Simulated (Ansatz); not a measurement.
# C6H4Si: a ladder of functionals and wavefunction methods

Aim: compute C6H4Si with functionals from several rungs and with coupled cluster, and see how far each lands from CCSD(T) at the basis-set limit for the atomisation energy.

Computed with Ansatz 0.2.0, Gaussian basis. Level: functionals in def2-TZVPP, the program's frozen cores in correlated methods.

Plan: LDA (SPW92), PBE-D4, revPBE-D4, BLYP-D4, r2SCAN-D4, B97M-V, PBE0-D4, B3LYP-D4, r2SCANh-D4, r2SCAN0-D4, HSE06-D4, BHLYP-D4, CAM-B3LYP-D4, LC-ωPBE, ωB97X-V, ωB97M-V, B2PLYP, PBE-QIDH; CCSD(T)/def2-SVP; CCSD(T)/def2-TZVPP; MP2/def2-QZVPP; extrapolation to the limit; RPA on PBE.

## (1) The geometry

An earlier PBE0-D4 in a triple-zeta def2 set relaxation fixed the geometry.

11 atoms, charge 0, spin multiplicity 1.

Atoms are counted from 1 here; the program's logs count them from 0.

Bond lengths: C1–C2 1.205 Å, C1–H8 1.066 Å, C2–Si3 1.819 Å, Si3–C4 1.819 Å, Si3–C6 1.819 Å, Si3–H9 1.479 Å, C4–C5 1.205 Å, C5–H10 1.066 Å, C6–C7 1.205 Å, C7–H11 1.066 Å. Angles: C2–C1–H8 179.8°, C1–C2–Si3 179.2°, C2–Si3–C4 109.5°, C2–Si3–C6 109.6°, C2–Si3–H9 109.4°, C4–Si3–C6 109.5°, C4–Si3–H9 109.4°, C6–Si3–H9 109.4°, Si3–C4–C5 179.2°, C4–C5–H10 179.8°, Si3–C6–C7 179.2°, C6–C7–H11 179.8°.

Geometry (Å):

```xyz
11
C6H4Si
C     0.91007   -2.39797    1.31847
C     0.46622   -1.32347    1.00080
Si   -0.20900    0.30323    0.54707
C     1.08998    1.30313   -0.24083
C     1.94888    1.97775   -0.75039
C    -1.59537    0.08591   -0.60995
C    -2.52467   -0.04968   -1.36527
H     1.30352   -3.34917    1.59592
H    -0.68890    0.99259    1.76449
H     2.70903    2.57197   -1.20385
H    -3.34446   -0.17129   -2.03588
```

## (2) LDA

This LDA is Slater exchange with PW92 correlation.

in.yaml

```yaml
crystal:
  periodic: [false, false, false]
  atoms:
    - {symbol: C, position_ang: [0.910071, -2.397972, 1.318472]}
    - {symbol: C, position_ang: [0.466223, -1.323469, 1.000797]}
    - {symbol: Si, position_ang: [-0.209005, 0.303231, 0.547072]}
    - {symbol: C, position_ang: [1.089977, 1.303130, -0.240829]}
    - {symbol: C, position_ang: [1.948877, 1.977754, -0.750386]}
    - {symbol: C, position_ang: [-1.595375, 0.085906, -0.609949]}
    - {symbol: C, position_ang: [-2.524668, -0.049678, -1.365269]}
    - {symbol: H, position_ang: [1.303523, -3.349169, 1.595923]}
    - {symbol: H, position_ang: [-0.688895, 0.992588, 1.764493]}
    - {symbol: H, position_ang: [2.709029, 2.571973, -1.203846]}
    - {symbol: H, position_ang: [-3.344456, -0.171294, -2.035876]}
basis:
  gaussian: {orbitals: def2-TZVPP}
hamiltonian: {xc: lda}
output: {orbitals: {seedname: orbitals}}
```

The run is started by

```console
$ ansatz run in.yaml --threads 4 --pin off --events-out ev --progress --plain --max-ram 10444MiB
```

Further steps of the session: PBE-D4 (GGA); revPBE-D4 (GGA); BLYP-D4 (GGA); r2SCAN-D4 (meta-GGA); B97M-V (meta-GGA); PBE0-D4 (hybrid); B3LYP-D4 (hybrid); r2SCANh-D4 (hybrid); r2SCAN0-D4 (hybrid); HSE06-D4 (hybrid); BHLYP-D4 (hybrid); CAM-B3LYP-D4 (range-separated); LC-ωPBE (range-separated); ωB97X-V (range-separated); ωB97M-V (range-separated); B2PLYP (double hybrid); PBE-QIDH (double hybrid); CCSD(T) in def2-SVP; CCSD(T) in def2-TZVPP; MP2 in def2-QZVPP; RPA on PBE orbitals.

Q: Predict the results of all the runs planned. Wanted: atomisation energy, CCSD(T)/CBS; farthest beyond LDA; mean size of error, GGA; mean size of error, meta-GGA; mean size of error, hybrid; mean size of error, range-separated; mean size of error, double hybrid; gap, smallest and largest; T1 diagnostic.

The runs gave:

| quantity | value |
| --- | --- |
| atomisation energy, CCSD(T)/CBS | 1218.4 kcal/mol |
| functionals within 6.1 kcal/mol (0.5 %) | r2SCAN-D4, B97M-V, B3LYP-D4, CAM-B3LYP-D4, LC-ωPBE, ωB97X-V, ωB97M-V, B2PLYP, PBE-QIDH |
| farthest beyond LDA | BHLYP-D4 (-44.9 kcal/mol) |
| mean size of error, GGA | 18.4 kcal/mol |
| mean size of error, meta-GGA | 2.9 kcal/mol |
| mean size of error, hybrid | 15.9 kcal/mol |
| mean size of error, range-separated | 3.4 kcal/mol |
| mean size of error, double hybrid | 2.7 kcal/mol |
| gap, smallest and largest | 5.39 eV (BLYP-D4), 12.59 eV (LC-ωPBE) |
| T1 diagnostic | 0.0137 |
| triples share of the correlation energy | 5.3 % |

What this shows: LDA overbinds by 179.2 kcal/mol (15 %). PBE-D4 is off by +41.5 kcal/mol. Double hybrids carry the basis error of their MP2 part in triple zeta, and no dispersion term here, so their miss is partly the set-up's. The rungs double hybrid, meta-GGA, range-separated miss on average by less than the doubt on the reference (6.1 kcal/mol), so they tie. The reference freezes the cores and leaves out relativity and excitations past (T), so misses under about 6.1 kcal/mol can't be ranked. Hartree-Fock recovers 73 % of the binding; the rest is correlation. CCSD(T) in def2-SVP is off by -59.2 kcal/mol, so the small basis spoils what the method gains. Orbital gaps span 5.4 to 12.6 eV; exact exchange widens them.
